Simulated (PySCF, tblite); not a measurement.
# BH6NO3Si, a small molecule taken as a stand-in for a surface group (boron hydroxide): NMR shifts, core binding energies and electronic excitations, part 2 of 2

tblite 0.8.0 and PySCF 2.14.0. Atoms count from 0, parts from 1. Earlier steps stand in the parts before.

### 5 Core holes by ΔSCF: SCAN, X2C

The job: settings as JSON, then the geometry in Å.

```
{"job": {"kind": "xps", "holes": 5}, "charge": 0, "multiplicity": 1}
O     -1.229591     1.619435     1.884336
B     -0.624401     0.661240     1.123730
O      0.301352    -0.164471     1.701888
O     -0.926437     0.516350    -0.196363
Si    -0.302377    -0.651309    -1.242021
N      1.411037    -0.748615    -1.291038
H     -1.863269     2.122064     1.363117
H      0.408171     0.026517     2.638717
H     -0.848115    -1.967713    -0.813061
H     -0.780779    -0.255258    -2.592786
H      1.888752    -1.020193    -0.437253
H      1.938982    -0.039582    -1.787340
```

Level: delta-SCF UKS SCAN, pcX-2 on the ionised atom, pcseg-1 elsewhere, spin-free X2C.

Standard output:

```text
ground state, core basis on atom 0 (O), 149 functions
  cycle   1  E = -598.95591762  |g| = 1.16e+00
  cycle   2  E = -598.56396094  |g| = 1.85e+00
  cycle   3  E = -599.19718759  |g| = 1.08e-01
  cycle   4  E = -599.19829714  |g| = 7.83e-02
  cycle   5  E = -599.19945923  |g| = 1.34e-02
  cycle   6  E = -599.19949178  |g| = 5.47e-03
  cycle   7  E = -599.19949328  |g| = 3.40e-03
  cycle   8  E = -599.19949604  |g| = 4.30e-04
  E(ground) = -599.24436525 Eh
hole in O 1s of atom 0
  cycle   1  E = -578.58934946  |g| = 2.21e+00
  cycle   2  E = -576.13304101  |g| = 2.59e+00
  cycle   3  E = -578.85052077  |g| = 1.07e+00
  cycle   4  E = -579.33276827  |g| = 3.62e-01
  cycle   5  E = -579.37163211  |g| = 1.80e-01
  cycle   6  E = -579.38091790  |g| = 1.04e-01
  cycle   7  E = -579.38508329  |g| = 1.49e-02
  cycle   8  E = -579.38516983  |g| = 5.35e-03
  cycle   9  E = -579.38518110  |g| = 2.72e-03
  cycle  10  E = -579.38518308  |g| = 8.36e-04
  cycle  11  E = -579.38518371  |g| = 1.40e-04
  E(ion) = -579.43105991 Eh   <S^2> = 0.7609   hole on atom = 1.000   binding energy = 539.147 eV
ground state, core basis on atom 1 (B), 149 functions
  cycle   1  E = -599.17048752  |g| = 8.46e-02
  cycle   2  E = -599.16900410  |g| = 1.17e-01
  cycle   3  E = -599.17142936  |g| = 1.72e-02
  cycle   4  E = -599.17146312  |g| = 1.03e-02
  cycle   5  E = -599.17148311  |g| = 2.15e-03
  cycle   6  E = -599.17148336  |g| = 3.50e-04
  E(ground) = -599.21993308 Eh
hole in B 1s of atom 1
  cycle   1  E = -591.51049499  |g| = 1.18e+00
  cycle   2  E = -589.35538688  |g| = 1.98e+00
  cycle   3  E = -591.59050956  |g| = 7.74e-01
  cycle   4  E = -591.85415960  |g| = 2.56e-01
  cycle   5  E = -591.87716719  |g| = 1.53e-01
  cycle   6  E = -591.88473311  |g| = 7.36e-02
  cycle   7  E = -591.88669070  |g| = 2.54e-02
  cycle   8  E = -591.88692009  |g| = 9.70e-03
  cycle   9  E = -591.88695556  |g| = 3.42e-03
  cycle  10  E = -591.88695714  |g| = 2.46e-03
  cycle  11  E = -591.88695990  |g| = 8.34e-04
  cycle  12  E = -591.88696145  |g| = 3.33e-04
  E(ion) = -591.93555358 Eh   <S^2> = 0.7695   hole on atom = 1.000   binding energy = 198.218 eV
ground state, core basis on atom 2 (O), 149 functions
  cycle   1  E = -599.19940556  |g| = 9.81e-02
  cycle   2  E = -599.19887693  |g| = 6.75e-02
  cycle   3  E = -599.19909701  |g| = 5.68e-02
  cycle   4  E = -599.19963334  |g| = 4.11e-03
  cycle   5  E = -599.19963509  |g| = 8.61e-04
  cycle   6  E = -599.19963593  |g| = 2.38e-04
  E(ground) = -599.24444466 Eh
hole in O 1s of atom 2
  cycle   1  E = -578.58570965  |g| = 2.22e+00
  cycle   2  E = -576.28596385  |g| = 2.56e+00
  cycle   3  E = -578.90272563  |g| = 1.03e+00
  cycle   4  E = -579.33507018  |g| = 3.47e-01
  cycle   5  E = -579.37611097  |g| = 1.20e-01
  cycle   6  E = -579.38196438  |g| = 4.80e-02
  cycle   7  E = -579.38281571  |g| = 1.96e-02
  cycle   8  E = -579.38294384  |g| = 5.52e-03
  cycle   9  E = -579.38295507  |g| = 2.87e-03
  cycle  10  E = -579.38295715  |g| = 8.48e-04
  cycle  11  E = -579.38295798  |g| = 1.53e-04
  E(ion) = -579.42889846 Eh   <S^2> = 0.7608   hole on atom = 1.000   binding energy = 539.208 eV
ground state, core basis on atom 3 (O), 149 functions
  cycle   1  E = -599.20178931  |g| = 1.20e-01
  cycle   2  E = -599.19859811  |g| = 1.56e-01
  cycle   3  E = -599.20262280  |g| = 4.31e-02
  cycle   4  E = -599.20292581  |g| = 1.09e-02
  cycle   5  E = -599.20294467  |g| = 2.14e-03
  cycle   6  E = -599.20294758  |g| = 3.67e-04
  E(ground) = -599.24747077 Eh
hole in O 1s of atom 3
  cycle   1  E = -578.60852917  |g| = 2.23e+00
  cycle   2  E = -578.04310688  |g| = 2.26e+00
  cycle   3  E = -579.31434020  |g| = 5.57e-01
  cycle   4  E = -579.35755970  |g| = 4.11e-01
  cycle   5  E = -579.43033956  |g| = 5.42e-02
  cycle   6  E = -579.43117294  |g| = 3.09e-02
  cycle   7  E = -579.43152551  |g| = 6.51e-03
  cycle   8  E = -579.43153875  |g| = 2.74e-03
  cycle   9  E = -579.43154256  |g| = 1.40e-03
  cycle  10  E = -579.43154354  |g| = 3.13e-04
  E(ion) = -579.47614070 Eh   <S^2> = 0.7616   hole on atom = 1.000   binding energy = 538.005 eV
ground state, core basis on atom 4 (Si), 160 functions
  cycle   1  E = -599.27357554  |g| = 3.05e-01
  cycle   2  E = -599.26972168  |g| = 1.81e-01
  cycle   3  E = -599.26955948  |g| = 1.77e-01
  cycle   4  E = -599.27539940  |g| = 2.12e-02
  cycle   5  E = -599.27547371  |g| = 4.99e-03
  cycle   6  E = -599.27547888  |g| = 7.47e-04
  cycle   7  E = -599.27547926  |g| = 2.00e-04
  E(ground) = -599.28148006 Eh
hole in Si 2p of atom 4
  cycle   1  E = -594.99428326  |g| = 1.24e+00
  cycle   2  E = -594.88707724  |g| = 1.10e+00
  cycle   3  E = -595.25332736  |g| = 3.36e-01
  cycle   4  E = -595.30162593  |g| = 1.16e-01
  cycle   5  E = -595.30643448  |g| = 3.98e-02
  cycle   6  E = -595.30707363  |g| = 1.55e-02
  cycle   7  E = -595.30714948  |g| = 6.19e-03
  cycle   8  E = -595.30716410  |g| = 1.91e-03
  cycle   9  E = -595.30716543  |g| = 5.97e-04
  cycle  10  E = -595.30716569  |g| = 1.76e-04
  E(ion) = -595.32455538 Eh   <S^2> = 0.7513   hole on atom = 1.003   binding energy = 107.673 eV
  2p3/2 = 107.441 eV   2p1/2 = 108.065 eV
```

Run time: 36 s. Hardware: 1 thread of Arm Neoverse V1, shared host; peak memory 0.61 GiB.

The holes in one table. −ε is the ground-state orbital energy:

| hole | stands for | environment | ΔSCF (eV; 2p as the shell's mean) | −ε (eV) | ⟨S²⟩ |
| --- | --- | --- | --- | --- | --- |
| O1s on O0 | O0 | oxygen bonded to B, H | 539.15 | 516.8 | 0.761 |
| B1s on B1 | B1 | boron bonded to 3 O | 198.22 | 181.6 | 0.770 |
| O1s on O2 | O2 | oxygen bonded to B, H | 539.21 | 516.9 | 0.761 |
| O1s on O3 | O3 | oxygen bonded to B, Si | 538.01 | 516.4 | 0.762 |
| Si2p on Si4 | Si4 | silicon bonded to N, O, 2 H | 107.65 | 96.6 | 0.751 |

With the spin-orbit splitting: Si4 2p3/2 107.44, 2p1/2 108.07 eV. The table gives each 2p level as the mean over the whole 2p shell (two parts 2p3/2, one part 2p1/2), which differs a little from the single hole in the log.

### 6 Excited states and response: CAM-B3LYP/def2-SVPD

The job, as its differences from that of step 5:

```diff
@@ -1,2 +1,2 @@
-{"job": {"kind": "xps", "holes": 5}, "charge": 0, "multiplicity": 1}
+{"job": {"kind": "uv", "xc": "CAM-B3LYP", "basis": "def2-SVPD", "nstates": 6, "ntriplets": 2, "ip": true}, "charge": 0, "multiplicity": 1}
 O     -1.229591     1.619435     1.884336
```

Level: TDDFT CAM-B3LYP/def2-SVPD, vertical, gas phase, core orbitals frozen in the response.

Standard output:

```text
coarse grid: 10752 points
cycle   1  E = -597.9198549237  dE =  7.585e-01  |g| = 1.039e+00  |ddm| = 4.639e+00
cycle   2  E = -597.8552456505  dE =  6.461e-02  |g| = 1.231e+00  |ddm| = 2.679e+00
cycle   3  E = -598.1257748300  dE = -2.705e-01  |g| = 5.656e-02  |ddm| = 1.304e+00
cycle   4  E = -598.1261481750  dE = -3.733e-04  |g| = 4.073e-02  |ddm| = 1.190e-01
cycle   5  E = -598.1264538788  dE = -3.057e-04  |g| = 9.465e-03  |ddm| = 5.567e-02
cycle   6  E = -598.1264710857  dE = -1.721e-05  |g| = 1.415e-03  |ddm| = 1.637e-02
cycle   7  E = -598.1264714490  dE = -3.633e-07  |g| = 7.771e-04  |ddm| = 2.379e-03
final grid: 99984 points
cycle   8  E = -598.2233750732  dE = -3.025e-05  |g| = 3.513e-03  |ddm| = 5.768e-02
cycle   9  E = -598.2233743991  dE =  6.741e-07  |g| = 4.083e-03  |ddm| = 7.817e-03
cycle  10  E = -598.2233777533  dE = -3.354e-06  |g| = 2.221e-04  |ddm| = 5.230e-03
cycle  11  E = -598.2233777591  dE = -5.738e-09  |g| = 2.252e-04  |ddm| = 5.721e-04
cycle  12  E = -598.2233777683  dE = -9.296e-09  |g| = 2.349e-05  |ddm| = 2.217e-04
cycle  13  E = -598.2233777685  dE = -1.778e-10  |g| = 8.493e-06  |ddm| = 6.349e-05
converged SCF energy = -598.2233777685

Static polarisability (au): isotropic 58.398, principal 51.279 58.639 65.275

Singlet excitations
state   eV       nm        f      main configurations
  1   6.9068    179.5   0.06244   H->L+1 0.44, H->L 0.41, H->L+2 0.09
  2   7.7980    159.0   0.01731   H->L 0.48, H->L+1 0.32
  3   8.0211    154.6   0.01402   H-1->L 0.69, H-2->L 0.10
  4   8.2088    151.0   0.00271   H-2->L 0.72, H-1->L 0.09
  5   8.2771    149.8   0.01104   H->L+4 0.33, H->L+2 0.25, H->L+6 0.23
  6   8.5190    145.5   0.00382   H->L+3 0.52, H->L+4 0.18, H->L+2 0.11

Triplet excitations (Tamm-Dancoff, eV): 6.5424 7.3767
Vertical ionisation energy (delta-SCF) = 10.2299 eV
```

Wall time 93 s (1 thread of Arm Neoverse V1, shared host); peak memory 0.92 GiB.

The orbitals next to the gap, with their largest atomic shares:

| orbital | eV | atoms |
| --- | --- | --- |
| HOMO−3 | -11.22 | O3 35 %, Si4 16 %, H9 14 % |
| HOMO−2 | -11.04 | O2 48 %, O0 37 %, B1 8 % |
| HOMO−1 | -10.32 | O3 30 %, Si4 24 %, H8 20 % |
| HOMO | -9.22 | N5 67 %, O3 8 %, Si4 8 % |
| LUMO | 0.48 | B1 48 %, O2 11 %, O0 10 % |
| LUMO+1 | 1.45 | Si4 17 %, O0 13 %, H11 11 % |
| LUMO+2 | 1.69 | O2 24 %, O0 19 %, H7 14 % |

With each of the 6 states as a Gaussian band of 0.4 eV half-width at 1/e, the curve within the window shown has maxima at 180 nm (ε 2,500), 155 nm (ε 1,500) L/(mol cm). Beyond the last state computed it falls off for lack of states. The curve at chosen wavelengths:

(nm, ε (L/mol/cm)): (141, 182), (143, 340), (145, 555), (148, 938), (150, 1182), (152, 1374), (154, 1483), (157, 1456), (159, 1321), (161, 1131), (163, 942), (166, 800), (168, 873), (170, 1096), (172, 1441), (175, 2031), (177, 2347), (179, 2516), (181, 2505), (184, 2183), (186, 1837), (188, 1455), (190, 1089), (193, 639), (195, 422), (197, 267)

Ground-state properties from the same run:

| property | computed |
| --- | --- |
| dipole moment (D) | 1.24 |
| polarisability (Å³) | 8.65 |
| HOMO–LUMO gap (eV) | 9.71 |
| −ε(HOMO) (eV) | 9.22 |

### 7 Summary of results

This closing draws on all 2 parts.

| quantity | value |
| --- | --- |
| point group | C1 |
| rotational constants (main isotopes) | 5.84, 1.73, 1.45 GHz |
| $^{1}$H shifts against TMS (PBE0/pcSseg-2) | 4.99, 4.66, 2.96, 2.86, 1.54, 1.28 ppm |
| $^{17}$O shifts against H2O (PBE0/pcSseg-2) | 122.8, 85.8, 80.9 ppm |
| $^{11}$B shifts against BF3·OEt2 (PBE0/pcSseg-2) | 17.8 ppm |
| $^{29}$Si shifts against TMS (PBE0/pcSseg-2) | -32.6 ppm |
| $^{15}$N shifts against NH3 (PBE0/pcSseg-2) | 35.7 ppm |
| O1s binding energies, SCAN/pcX-2 | O2 539.21, O0 539.15, O3 538.01 eV |
| B1s binding energies, SCAN/pcX-2 | B1 198.22 eV |
| Si2p binding energies, SCAN/pcX-2 | Si4 107.65 eV |
| lowest singlet (CAM-B3LYP/def2-SVPD) | 6.91 eV (180 nm), f = 0.062 |
| lowest triplet | 6.54 eV |
| vertical ionisation energy (ΔSCF) | 10.23 eV |

In words: The optimisation took 22 steps and gained 0.320 eV; among the close pairs (by a distance rule), O3–Si4 changed most, from 1.623 to 1.687 Å (PBE0/def2-SVP). No frequency check was run at this level, so the end point may be a saddle. At PBE0/pcSseg-2: The widest tensor belongs to O0: span 123 ppm, with a paramagnetic part of -143 ppm. O2 (oxygen bonded to B, H) binds its O1s electron 1.20 eV more tightly than O3 (oxygen bonded to B, Si). The first singlet state (HOMO→LUMO+1 0.44, HOMO→LUMO 0.41) lies at 6.91 eV and is bright. The lowest triplet lies 0.36 eV below the lowest singlet (triplets in Tamm-Dancoff, singlets in full TDDFT). The orbital energy would give 9.22 eV for ionisation, ΔSCF gives 10.23 eV. A capped cluster stands for the solid here, so long-range fields and strain are missing, and bands or shifts of the capping hydrogens have no counterpart in it.
